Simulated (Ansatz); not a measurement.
# GaIr: a trigonal deformation path

One table from this session's results is given with a row withheld; the runs are named, their logs left out.

Computed with Ansatz 0.2.0 (DFT PBEsol, scalar-relativistic, plane waves, PAW, unless a step's input says otherwise).

**The system as given**

Symmetry: Pm-3m, No. 221, cubic system. The conventional cell has a = 3.004 Å, b = 3.004 Å, c = 3.004 Å, α = 90.00°, β = 90.00°, γ = 90.00°. Ga (site symmetry m-3m) is surrounded by 8 Ir at 2.60 Å. Ir (site symmetry m-3m) is surrounded by 8 Ga at 2.60 Å.

Structure file:

```cif
data_structure
_symmetry_space_group_name_H-M 'Pm-3m'
_symmetry_Int_Tables_number 221
_cell_length_a 3.0040
_cell_length_b 3.0040
_cell_length_c 3.0040
_cell_angle_alpha 90.000
_cell_angle_beta 90.000
_cell_angle_gamma 90.000
_cell_volume 27.11
loop_
_atom_site_label
_atom_site_type_symbol
_atom_site_symmetry_multiplicity
_atom_site_Wyckoff_symbol
_atom_site_fract_x
_atom_site_fract_y
_atom_site_fract_z
_atom_site_occupancy
Ga1 Ga 1 a 0.00000 0.00000 0.00000 1
Ir1 Ir 1 b 0.50000 0.50000 0.50000 1
```

The cell is taken as given, not relaxed at this level.

The first run:

File input.yaml:

```yaml
crystal:
  lattice:
    - [3.004, 0.0, 0.0]
    - [0.0, 3.004, 0.0]
    - [0.0, 0.0, 3.004]
  atoms:
    - { symbol: Ga, position: [0.0, 0.0, 0.0] }
    - { symbol: Ir, position: [0.5, 0.5, 0.5] }
basis:
  ecutwfc: 420
kpoints:
  mp_grid: { grid: [18, 18, 18] }
hamiltonian:
  xc: pbesol
scf:
  occupations: { method: gaussian, width: 0.15 }
output:
  forces: true
  stress: true
  eigenvalues: true
```

Command:

```
> ansatz run input.yaml --threads 1 --pin off --max-ram 2560MiB --backend cpu --events-out ev --progress --plain --runs-dir out
```

Steps of the session up to this table: The reference: the undisturbed cell on the scan's mesh; ρ = 0.500; Point ρ = 2.000; ρ = 0.710; ρ = 1.410; ρ = 0.600; At ρ = 0.850; Point ρ = 1.200; ρ = 1.700; ρ = 0.930; ρ = 1.080.

One table of the session follows, with a row left open; its other results are not shown here.

It belongs to the step «The scan collected». 

| ρ | ΔE (meV/atom) | pressure (GPa) |
| --- | --- | --- |
| 0.500 | 12074.4 | 325.0 |
| 0.600 | 4731.8 | 146.8 |
| 0.710 | 1527.6 | 58.0 |
| 0.850 | ? | ? |
| 0.930 | 31.5 | 5.8 |
| 1.000 | 0.0 | 4.0 |
| 1.080 | 22.8 | 5.5 |
| 1.200 | 116.2 | 11.0 |
| 1.410 | 362.8 | 22.4 |
| 1.700 | 687.6 | 33.8 |
| 2.000 | 822.1 | 37.4 |

Estimate the missing values for ρ = 0.850.

Worked estimate for «ΔE (meV/atom)». A straight line through the neighbours (0.710, 1527.6) and (0.930, 31.5) gives 1527.6 + (31.5 − 1527.6) × (0.850 − 0.710) / (0.930 − 0.710) = 575.5; a parabola fitted to 4 rows on both sides gives -118.3.

**Answer.** ΔE (meV/atom): 215.7; pressure (GPa): 14.0. In «ΔE (meV/atom)» the line misses by +359.8 and the parabola by -334.0.
